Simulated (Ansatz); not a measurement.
# Alloy of AlN and SiC (6 of 96 Al sites, 6 of 96 N sites exchanged), 192 atoms

Wanted: the relaxed alloy cell and its gap (PBEsol and HSE06).

Method: density functional theory in Ansatz 0.2.0, PAW datasets, plane waves.

**1. The system as built**

192 atoms (90 Al, 6 Si, 90 N, 6 C); a = 12.446 Å, b = 16.168 Å, c = 9.975 Å, α = 90.00°, β = 90.00°, γ = 90.00°. All atoms were shaken off their sites by about 0.02 Å along each axis; atoms next to an added one may be pushed further to make room.

The runs, in order: (2) PBEsol cell relaxation at the single k point (½, ½, ½), on 1 × NVIDIA GB300 Max-Q with 8 threads of Arm Neoverse-V2; (3) HSE06 single point at the Γ point alone, on 1 × NVIDIA GB300 Max-Q with 8 threads of Arm Neoverse-V2.

**2. PBEsol relaxation of the cell and the positions**

Contents of in.yaml:

```yaml
crystal:
  lattice:
    - [12.446192, 0.000000, 0.000000]
    - [0.000000, 16.168078, 0.000000]
    - [0.000000, 0.000000, 9.974742]
  atoms:
    - { symbol: Al, position: [0.126881, 0.056538, 0.246937] }
    - { symbol: Al, position: [0.122184, 0.055015, 0.752222] }
    - { symbol: Al, position: [0.997082, 0.221778, 0.247463] }
    - { symbol: Al, position: [0.997420, 0.222500, 0.748893] }
    - { symbol: Al, position: [0.373183, 0.055427, 0.247358] }
    - { symbol: Al, position: [0.375348, 0.056231, 0.747074] }
    - { symbol: Al, position: [0.246805, 0.221490, 0.247965] }
    - { symbol: Al, position: [0.250905, 0.222201, 0.748735] }
    - { symbol: Al, position: [0.125579, 0.389980, 0.250900] }
    - { symbol: Al, position: [0.123685, 0.388733, 0.749658] }
    - { symbol: Al, position: [0.000146, 0.554712, 0.246246] }
    - { symbol: Al, position: [0.001222, 0.555597, 0.749895] }
    - { symbol: Al, position: [0.626774, 0.054944, 0.245321] }
    - { symbol: Al, position: [0.499352, 0.223392, 0.246973] }
    - { symbol: Al, position: [0.501501, 0.221393, 0.745805] }
    - { symbol: Al, position: [0.376317, 0.389723, 0.245883] }
    - { symbol: Al, position: [0.375062, 0.386682, 0.747037] }
    - { symbol: Al, position: [0.251364, 0.556194, 0.248760] }
    - { symbol: Al, position: [0.248622, 0.557556, 0.747439] }
    - { symbol: Al, position: [0.121326, 0.722079, 0.252460] }
    - { symbol: Al, position: [0.001806, 0.885512, 0.251745] }
    - { symbol: Al, position: [0.001492, 0.888574, 0.747953] }
    - { symbol: Al, position: [0.877197, 0.053723, 0.245861] }
    - { symbol: Al, position: [0.876983, 0.055922, 0.749442] }
    - { symbol: Al, position: [0.748385, 0.221373, 0.250316] }
    - { symbol: Al, position: [0.748791, 0.223207, 0.746357] }
    - { symbol: Al, position: [0.627109, 0.391205, 0.747560] }
    - { symbol: Al, position: [0.500389, 0.554258, 0.248907] }
    - { symbol: Al, position: [0.498594, 0.555497, 0.749555] }
    - { symbol: Al, position: [0.373335, 0.720747, 0.246729] }
    - { symbol: Al, position: [0.371824, 0.723536, 0.747238] }
    - { symbol: Al, position: [0.252099, 0.887584, 0.248511] }
    - { symbol: Al, position: [0.253603, 0.890412, 0.749506] }
    - { symbol: Al, position: [0.875707, 0.386961, 0.247270] }
    - { symbol: Al, position: [0.875007, 0.389070, 0.746827] }
    - { symbol: Al, position: [0.751704, 0.556188, 0.248682] }
    - { symbol: Al, position: [0.752847, 0.554920, 0.752169] }
    - { symbol: Al, position: [0.627439, 0.722488, 0.247455] }
    - { symbol: Al, position: [0.625244, 0.721505, 0.749658] }
    - { symbol: Al, position: [0.500923, 0.886345, 0.246671] }
    - { symbol: Al, position: [0.501509, 0.887582, 0.747766] }
    - { symbol: Al, position: [0.875095, 0.719535, 0.249793] }
    - { symbol: Al, position: [0.876467, 0.722304, 0.749977] }
    - { symbol: Al, position: [0.751694, 0.889946, 0.746609] }
    - { symbol: Al, position: [0.998744, 0.110583, 0.501413] }
    - { symbol: Al, position: [0.001246, 0.111552, 0.998798] }
    - { symbol: Al, position: [0.249431, 0.109961, 0.500247] }
    - { symbol: Al, position: [0.250775, 0.110185, 0.996808] }
    - { symbol: Al, position: [0.126026, 0.277470, 0.497937] }
    - { symbol: Al, position: [0.123070, 0.276144, 0.999533] }
    - { symbol: Al, position: [0.000539, 0.444746, 0.499609] }
    - { symbol: Al, position: [0.000002, 0.443080, 0.000440] }
    - { symbol: Al, position: [0.502526, 0.109555, 0.495839] }
    - { symbol: Al, position: [0.501740, 0.112798, 0.997216] }
    - { symbol: Al, position: [0.375865, 0.279648, 0.500491] }
    - { symbol: Al, position: [0.376597, 0.277945, 0.001776] }
    - { symbol: Al, position: [0.250955, 0.441789, 0.500020] }
    - { symbol: Al, position: [0.253259, 0.445247, 0.996613] }
    - { symbol: Al, position: [0.124263, 0.610246, 0.497248] }
    - { symbol: Al, position: [0.124359, 0.608519, 0.996314] }
    - { symbol: Al, position: [0.998883, 0.777102, 0.502631] }
    - { symbol: Al, position: [0.750808, 0.110014, 0.500187] }
    - { symbol: Al, position: [0.749325, 0.113033, 0.003041] }
    - { symbol: Al, position: [0.629017, 0.277794, 0.496645] }
    - { symbol: Al, position: [0.624430, 0.277824, 0.999286] }
    - { symbol: Al, position: [0.499177, 0.445718, 0.495359] }
    - { symbol: Al, position: [0.502265, 0.444949, 0.996650] }
    - { symbol: Al, position: [0.374627, 0.612292, 0.501500] }
    - { symbol: Al, position: [0.373188, 0.612160, 0.000252] }
    - { symbol: Al, position: [0.252824, 0.776528, 0.502033] }
    - { symbol: Al, position: [0.250129, 0.775433, 0.997557] }
    - { symbol: Al, position: [0.125024, 0.944943, 0.503148] }
    - { symbol: Al, position: [0.124175, 0.944623, 0.994329] }
    - { symbol: Al, position: [0.873125, 0.276875, 0.496260] }
    - { symbol: Al, position: [0.874494, 0.277429, 0.001461] }
    - { symbol: Al, position: [0.750195, 0.445197, 0.498447] }
    - { symbol: Al, position: [0.624649, 0.612157, 0.497054] }
    - { symbol: Al, position: [0.626622, 0.611177, 0.995917] }
    - { symbol: Al, position: [0.499052, 0.777032, 0.497851] }
    - { symbol: Al, position: [0.499661, 0.777901, 0.995279] }
    - { symbol: Al, position: [0.373560, 0.943614, 0.497016] }
    - { symbol: Al, position: [0.374239, 0.944718, 0.998432] }
    - { symbol: Al, position: [0.874391, 0.611925, 0.501168] }
    - { symbol: Al, position: [0.872558, 0.610176, 0.001281] }
    - { symbol: Al, position: [0.749947, 0.775896, 0.495982] }
    - { symbol: Al, position: [0.751778, 0.777701, 0.997525] }
    - { symbol: Al, position: [0.626626, 0.946215, 0.496317] }
    - { symbol: Al, position: [0.625213, 0.947157, 0.000107] }
    - { symbol: Al, position: [0.873865, 0.944662, 0.496560] }
    - { symbol: Al, position: [0.873917, 0.946108, 0.996887] }
    - { symbol: Si, position: [0.624144, 0.058587, 0.748918] }
    - { symbol: Si, position: [0.124918, 0.719509, 0.751881] }
    - { symbol: Si, position: [0.625603, 0.388101, 0.249971] }
    - { symbol: Si, position: [0.751093, 0.891040, 0.248506] }
    - { symbol: Si, position: [0.000194, 0.778102, 0.994347] }
    - { symbol: Si, position: [0.750186, 0.443633, 0.998036] }
    - { symbol: N, position: [0.000757, 0.111372, 0.187412] }
    - { symbol: N, position: [0.001589, 0.110570, 0.689554] }
    - { symbol: N, position: [0.250983, 0.113095, 0.190045] }
    - { symbol: N, position: [0.251600, 0.109622, 0.688409] }
    - { symbol: N, position: [0.122250, 0.278224, 0.189823] }
    - { symbol: N, position: [0.124434, 0.280822, 0.685103] }
    - { symbol: N, position: [0.998943, 0.441663, 0.187335] }
    - { symbol: N, position: [0.002045, 0.443581, 0.687231] }
    - { symbol: N, position: [0.499211, 0.113251, 0.188964] }
    - { symbol: N, position: [0.501570, 0.112051, 0.688388] }
    - { symbol: N, position: [0.376811, 0.275696, 0.190096] }
    - { symbol: N, position: [0.374645, 0.276649, 0.689857] }
    - { symbol: N, position: [0.253422, 0.444705, 0.191643] }
    - { symbol: N, position: [0.250944, 0.443133, 0.689456] }
    - { symbol: N, position: [0.124217, 0.610259, 0.188410] }
    - { symbol: N, position: [0.125976, 0.611845, 0.690268] }
    - { symbol: N, position: [0.000791, 0.775692, 0.190193] }
    - { symbol: N, position: [0.000630, 0.777179, 0.690687] }
    - { symbol: N, position: [0.752344, 0.109455, 0.189358] }
    - { symbol: N, position: [0.751393, 0.109291, 0.688344] }
    - { symbol: N, position: [0.624872, 0.279210, 0.191864] }
    - { symbol: N, position: [0.623677, 0.278555, 0.689055] }
    - { symbol: N, position: [0.498395, 0.444848, 0.191550] }
    - { symbol: N, position: [0.374707, 0.612455, 0.189556] }
    - { symbol: N, position: [0.375919, 0.610549, 0.689131] }
    - { symbol: N, position: [0.252024, 0.779292, 0.188688] }
    - { symbol: N, position: [0.251456, 0.777433, 0.689467] }
    - { symbol: N, position: [0.122422, 0.944308, 0.191646] }
    - { symbol: N, position: [0.126711, 0.944492, 0.691957] }
    - { symbol: N, position: [0.873699, 0.277005, 0.192180] }
    - { symbol: N, position: [0.874994, 0.279372, 0.688467] }
    - { symbol: N, position: [0.749994, 0.444995, 0.191363] }
    - { symbol: N, position: [0.749201, 0.443779, 0.691397] }
    - { symbol: N, position: [0.624213, 0.609949, 0.186252] }
    - { symbol: N, position: [0.628036, 0.610048, 0.691319] }
    - { symbol: N, position: [0.499733, 0.777004, 0.189438] }
    - { symbol: N, position: [0.498320, 0.778571, 0.691326] }
    - { symbol: N, position: [0.374254, 0.942932, 0.187219] }
    - { symbol: N, position: [0.374808, 0.944933, 0.688392] }
    - { symbol: N, position: [0.873023, 0.609145, 0.189743] }
    - { symbol: N, position: [0.877810, 0.613600, 0.685378] }
    - { symbol: N, position: [0.749274, 0.776135, 0.187803] }
    - { symbol: N, position: [0.749784, 0.778025, 0.690214] }
    - { symbol: N, position: [0.625455, 0.944752, 0.189424] }
    - { symbol: N, position: [0.623600, 0.944357, 0.689070] }
    - { symbol: N, position: [0.875929, 0.943975, 0.189802] }
    - { symbol: N, position: [0.874011, 0.941229, 0.688238] }
    - { symbol: N, position: [0.124152, 0.055076, 0.937615] }
    - { symbol: N, position: [0.996806, 0.222075, 0.439921] }
    - { symbol: N, position: [0.998858, 0.222257, 0.939701] }
    - { symbol: N, position: [0.376635, 0.054772, 0.441180] }
    - { symbol: N, position: [0.373281, 0.056506, 0.937106] }
    - { symbol: N, position: [0.254050, 0.222305, 0.436966] }
    - { symbol: N, position: [0.249300, 0.222246, 0.938603] }
    - { symbol: N, position: [0.124701, 0.389085, 0.439881] }
    - { symbol: N, position: [0.125459, 0.390473, 0.938836] }
    - { symbol: N, position: [0.998654, 0.554645, 0.438534] }
    - { symbol: N, position: [0.626241, 0.054516, 0.436775] }
    - { symbol: N, position: [0.623417, 0.056297, 0.939085] }
    - { symbol: N, position: [0.500507, 0.223672, 0.441133] }
    - { symbol: N, position: [0.500318, 0.221120, 0.938029] }
    - { symbol: N, position: [0.374192, 0.389439, 0.437805] }
    - { symbol: N, position: [0.374739, 0.390059, 0.940498] }
    - { symbol: N, position: [0.252287, 0.555590, 0.942710] }
    - { symbol: N, position: [0.122320, 0.721421, 0.437178] }
    - { symbol: N, position: [0.124664, 0.719866, 0.938654] }
    - { symbol: N, position: [0.000251, 0.889101, 0.442834] }
    - { symbol: N, position: [0.998804, 0.889575, 0.937179] }
    - { symbol: N, position: [0.875736, 0.054761, 0.941347] }
    - { symbol: N, position: [0.748153, 0.223938, 0.937518] }
    - { symbol: N, position: [0.627446, 0.387494, 0.440979] }
    - { symbol: N, position: [0.624033, 0.389019, 0.938479] }
    - { symbol: N, position: [0.503674, 0.555532, 0.438744] }
    - { symbol: N, position: [0.500172, 0.556136, 0.941607] }
    - { symbol: N, position: [0.374628, 0.719130, 0.439084] }
    - { symbol: N, position: [0.372676, 0.722637, 0.939128] }
    - { symbol: N, position: [0.249312, 0.887759, 0.438409] }
    - { symbol: N, position: [0.247906, 0.888037, 0.938975] }
    - { symbol: N, position: [0.873997, 0.388832, 0.437786] }
    - { symbol: N, position: [0.874714, 0.388227, 0.940411] }
    - { symbol: N, position: [0.750060, 0.555233, 0.438896] }
    - { symbol: N, position: [0.748842, 0.554554, 0.940540] }
    - { symbol: N, position: [0.626659, 0.722447, 0.441120] }
    - { symbol: N, position: [0.625779, 0.722683, 0.941007] }
    - { symbol: N, position: [0.499475, 0.889479, 0.438647] }
    - { symbol: N, position: [0.502160, 0.891671, 0.939396] }
    - { symbol: N, position: [0.875200, 0.722521, 0.440622] }
    - { symbol: N, position: [0.877241, 0.722488, 0.938738] }
    - { symbol: N, position: [0.749320, 0.889922, 0.443383] }
    - { symbol: N, position: [0.747608, 0.887830, 0.940139] }
    - { symbol: C, position: [0.499040, 0.442785, 0.692988] }
    - { symbol: C, position: [0.125523, 0.054421, 0.440972] }
    - { symbol: C, position: [0.002562, 0.555257, 0.937453] }
    - { symbol: C, position: [0.252210, 0.557346, 0.442821] }
    - { symbol: C, position: [0.872637, 0.055600, 0.442456] }
    - { symbol: C, position: [0.749345, 0.223023, 0.440359] }
kpoints:
  mp_grid: { grid: [1, 1, 1], shift: [0.5, 0.5, 0.5] }
hamiltonian:
  xc: pbesol
scf:
  occupations: { method: fermi_dirac, width: 0.01 }
relax:
  f_tol: 0.03
  max_steps: 80
  escape_saddle: false
  adjacent_minimum: "off"
  cell: { fix: [alpha, beta, gamma] }
output:
  forces: true
  eigenvalues: true
  populations: true
```

On the command line:

```bash
$ ansatz run in.yaml --threads 8 --pin off --max-ram 118750MiB --runs-dir r --events-out ev --progress --plain --backend cuda --devices 0,
```

Further steps of the session: HSE06 on the final geometry.

Q: Predict the outcome of this session. Wanted: for each run, top filled to lowest empty.

As calculated:

```
             level        time   k points  top filled to lowest empty (eV)
PBEsol, relaxation  13 s (GPU)  (½, ½, ½)                             3.37
             HSE06  86 s (GPU)          Γ                             3.68
```

```
     quantity                                                                        value
   relaxation                                             6 recorded steps, 9.01 eV gained
largest shift                                                                0.21 Å (N167)
 relaxed cell  a = 12.454 Å, b = 16.208 Å, c = 9.969 Å, α = 90.00°, β = 90.00°, γ = 90.00°
   mean bonds                                         Al–C 1.895, Al–N 1.905, N–Si 1.783 Å
```

The relaxation lowers the energy by 9.01 eV; the largest shift is 0.21 Å (N167), while the volume changes by +0.2 %. Part of this undoes the random shake of the start. The mean lengths of the listed bonds run from N–Si 1.78 Å to Al–N 1.91 Å. The relaxation ran on other k points, so part of any difference from the later rows can come from the mesh. With one k point the spacing samples only the states that fold onto it, so it can exceed the gap over the zone.
